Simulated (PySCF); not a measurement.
# C4H2F4: the cost of one run

The runs use PySCF 2.14.0, with density-fitted response routines of our own; the level of theory stands in each step. All values are computed, except where a source is named. Atoms count from 0, in the outputs and in this text.

## (1) Starting geometry

10 atoms, charge 0, multiplicity 1; geometry from: GFN2-xTB. The atoms were then displaced at random by about 0.01 Å, so the start is not that level's minimum.

Bonds of the start (Å): F0–C1 1.35, C1–C2 1.35, C2–C3 1.40, C3–F4 1.34, C3–C5 1.37, C5–F6 1.32, C5–F7 1.30, C1–H8 1.08, C2–H9 1.06.

## (2) Optimising the geometry at PBE0-D3(BJ)/def2-SVP

Job settings and geometry (Å):

```
{"job": {"xc": "PBE0", "basis": "def2-SVP", "d3": "d3bj", "grid": 1, "shake": 0.01, "kind": "geom"}, "charge": 0, "multiplicity": 1}
F      1.880150    -0.588570     1.666180
C      1.781420     0.121260     0.526820
C      0.647720     0.277960    -0.184930
C     -0.596890    -0.259120     0.156410
F     -0.756740    -0.996530     1.269020
C     -1.727060    -0.069900    -0.591960
F     -1.707820     0.625860    -1.715760
F     -2.914160    -0.539190    -0.335610
H      2.738450     0.552160     0.263910
H      0.705370     0.855140    -1.075140
```

Run with:

```sh
$ OMP_NUM_THREADS=1 python probes_run.py task.json out
```

The driver reads the jobs from task.json and runs them one after another.

**Question.** How long does this first job take on 1 thread of Arm Neoverse V1, shared host, and how much memory does it need?

About 54 s, with a peak of 0.5 GiB.
